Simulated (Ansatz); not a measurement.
# BeVN: from the start to rest

Aim: in BeVN, a borrowed structure type, volume estimated, relax the atoms in a fixed cell, then read levels, charges and fields where it ends.

Computed, not measured: Ansatz 0.2.0, DFT, r2SCAN, no spin polarisation, plane waves, PAW.

### Step 1. The system as given

It takes space group P4/nmm (No. 129, tetragonal). The conventional cell has a = 2.770 Å, b = 2.770 Å, c = 7.012 Å, α = 90.00°, β = 90.00°, γ = 90.00°. V (site symmetry 4mm) is surrounded by 1 N at 1.98 Å. Be (site symmetry 4mm) is surrounded by 5 N at 1.98 to 1.99 Å. N (site symmetry 4mm) is surrounded by 5 Be at 1.98 to 1.99 Å and 1 V at 1.98 Å.

In its conventional cell, by symmetry (the run takes the cell typed in the input):

```cif
data_structure
_symmetry_space_group_name_H-M 'P4/nmm:1'
_symmetry_Int_Tables_number 129
_cell_length_a 2.7696
_cell_length_b 2.7696
_cell_length_c 7.0116
_cell_angle_alpha 90.000
_cell_angle_beta 90.000
_cell_angle_gamma 90.000
_cell_volume 53.78
loop_
_atom_site_label
_atom_site_type_symbol
_atom_site_symmetry_multiplicity
_atom_site_Wyckoff_symbol
_atom_site_fract_x
_atom_site_fract_y
_atom_site_fract_z
_atom_site_occupancy
V1 V 2 c 0.00000 0.50000 0.90000 1
Be1 Be 2 c 0.00000 0.50000 0.33500 1
N1 N 2 c 0.00000 0.50000 0.61700 1
```

The first density is read from a saved solution for the starting cell.

### Step 2. The walk to rest

input.yaml

```yaml
crystal:
  lattice:
    - [2.769598, 0.0, 0.0]
    - [0.0, 2.769598, 0.0]
    - [0.0, 0.0, 7.011639]
  atoms:
    - { symbol: V, position: [0.0, 0.5, 0.9] }
    - { symbol: V, position: [0.5, 0.0, 0.1] }
    - { symbol: Be, position: [0.0, 0.5, 0.335] }
    - { symbol: Be, position: [0.5, 0.0, 0.665] }
    - { symbol: "N", position: [0.0, 0.5, 0.617] }
    - { symbol: "N", position: [0.5, 0.0, 0.383] }
  symmetry: { tolerance: 0.0003 }
kpoints:
  mp_grid: { grid: [9, 9, 4], shift: [0, 0, 0] }
magnetization:
  spin_polarized: false
scf:
  occupations: { method: fermi_dirac, width: 0.013 }
  lower_state_search: "off"
hamiltonian:
  pseudopotentials: { kind: paw }
  xc: r2scan
basis:
  ecutwfc: 500
  fft_grid_basis: typed
relax:
  max_steps: 80
output:
  forces: true
  stress: true
  eigenvalues: true
  bader: true
  populations: true
  elf: true
  write_potential: true
  volumetric_format: npy
  dos:
    e_range: [-12, 8]
    de: 0.05
    projected: { site_lists: { Be: [Be], "N": ["N"], V: [V] } }
  write_density: true
checkpoint:
  read: saved_state
```

On the command line:

```bash
$ ansatz run input.yaml --threads 2 --pin off --max-ram 3584MiB --backend cpu --events-out ev --progress --plain --runs-dir out
```

Before running it: what results should come out? Wanted: moves; energy gained; largest move; pressure left in the fixed cell; character; Bader charges.

**Answer**, as computed:

| quantity | value |
| --- | --- |
| moves | 6 |
| energy gained | 425.0 meV/atom |
| largest move | 0.36 Å (Be) |
| space group (0.01 Å), before / after | P4/nmm / P4/nmm |
| pressure left in the fixed cell | 6.5 GPa |
| character | metal |
| density of states, mean within 0.25 eV of the Fermi level | 2 per eV per cell |
| Bader charges | V +0.42, Be +1.67, N -2.09 e |

**Reading.** In the fixed cell the largest move of an atom is 0.36 Å; the energy fell by 425.0 meV per atom. The fixed cell still holds a mean pressure of 6.5 GPa, so it would expand if let free. With 16 symmetry operations imposed, the end may be a saddle point towards distortions that break them. The cell is metallic; within 0.25 eV of the Fermi level the density of states averages 2 per eV per cell, mostly V d (86 %), but it varies sharply: 0.77 at the Fermi level itself, on this mesh. Be loses most charge (+1.67 e on average) and N gains most (-2.09 e).

Caveats: no spin polarisation, so a magnetic state may lie lower; the SCF threshold is loose for a stress.
